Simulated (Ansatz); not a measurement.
**Ru: a line through an energy map**

How does the energy of Ru (P6_3/mmc, No. 194; 2 atoms in the cell) vary with volume per atom, at c/a of the conventional cell = 1.399?

Computed with Ansatz 0.2.0 (DFT PBE, scalar-relativistic, plane waves, PAW, unless a step's input says otherwise).

16 further runs of the same task are left out: 16 set aside as unsound or not needed.

### Step 1. Starting point

The structure is hexagonal, space group P6_3/mmc (No. 194). Conventional cell: a = 2.720 Å, b = 2.720 Å, c = 4.297 Å, α = 90.00°, β = 90.00°, γ = 120.00°. Ru (site symmetry -6m2) has 12 Ru at 2.66 to 2.72 Å as nearest neighbours.

Coordinates:

```cif
data_structure
_symmetry_space_group_name_H-M 'P 1'
_symmetry_Int_Tables_number 1
_cell_length_a 2.7198
_cell_length_b 2.7198
_cell_length_c 4.2967
_cell_angle_alpha 90.000
_cell_angle_beta 90.000
_cell_angle_gamma 120.000
_cell_volume 27.53
loop_
_atom_site_label
_atom_site_type_symbol
_atom_site_fract_x
_atom_site_fract_y
_atom_site_fract_z
_atom_site_occupancy
Ru1 Ru 0.33333 0.66667 0.25000 1
Ru2 Ru 0.66667 0.33333 0.75000 1
```

This cell was relaxed beforehand with the same method: volume 13.76 Å³/atom, gap on the mesh none (metal).

### Step 2. What is varied

The energy is mapped over volume and the cell's shape.

- volume per atom: 7 values from 12.11 to 15.41 Å³
- c/a of the conventional cell: 7 values from 1.317 to 1.895

Nothing else is relaxed (symmetry fixes all fractional coordinates). Energies count from the relaxed crystal. Points are written as (first, second).

### Step 3. The run at (12.11 Å³, 1.399)

Input file input.yaml:

```yaml
crystal:
  lattice:
    - [2.7138729439, 0.0, 0.0]
    - [-1.356936472, 2.3502829121, 0.0]
    - [0.0, 0.0, 3.7975224104]
  atoms:
    - { symbol: Ru, position: [0.3333333333, 0.6666666667, 0.25] }
    - { symbol: Ru, position: [0.6666666667, 0.3333333333, 0.75] }
basis:
  ecutwfc: 420
kpoints:
  mp_grid: { grid: [21, 21, 12] }
hamiltonian:
  xc: pbe
  pseudopotentials: { kind: paw, azcp: { folder: soft_1 } }
scf:
  occupations: { method: gaussian, width: 0.15 }
output:
  forces: true
  stress: true
  eigenvalues: true
```

The run is started by

```
$ ansatz run input.yaml --threads 1 --pin off --max-ram 2048MiB --backend cpu --events-out ev --progress --plain --runs-dir out
```

The session goes on with these runs: the other points of the line.

**Question.** What will these runs give? Wanted: for each run, volume per atom; energy; slope; pressure.

**Answer**, as computed:

| volume per atom (Å³) | step | energy (meV/atom) | slope (meV/atom per Å³) | pressure (GPa) |
| --- | --- | --- | --- | --- |
| 12.11 | 3 | 498 | −396 | 63 |
| 12.66 | 4 | 321 | −250 | 40 |
| 13.21 | – | 217 | −134 | 21 |
| 13.76 | 5 | 170 | −41 | 7 |
| 14.31 | – | 168 | 33 | −5 |
| 14.86 | 6 | 203 | 91 | −15 |
| 15.41 | 7 | 266 | 137 | −22 |

Energies count from the relaxed crystal. Rows without a step come from runs not printed here or follow by symmetry. Slopes come from the forces (and the stress, where the cell changes), not from differences of energies.

In words: The lowest point of the line is at 14.31 Å³, 168 meV/atom from the zero. A fit to energies and slopes at the lowest point and its two neighbours puts the minimum at 14.052 Å³, with a curvature of about 130 meV/atom per (Å³)². V·d²E/dV² there is about 300 GPa, a bulk modulus under this line's constraint. The highest point computed, at 12.11 Å³, lies 329 meV/atom above the lowest. This is one cut through a surface in two coordinates; the map's lowest point lies off it.
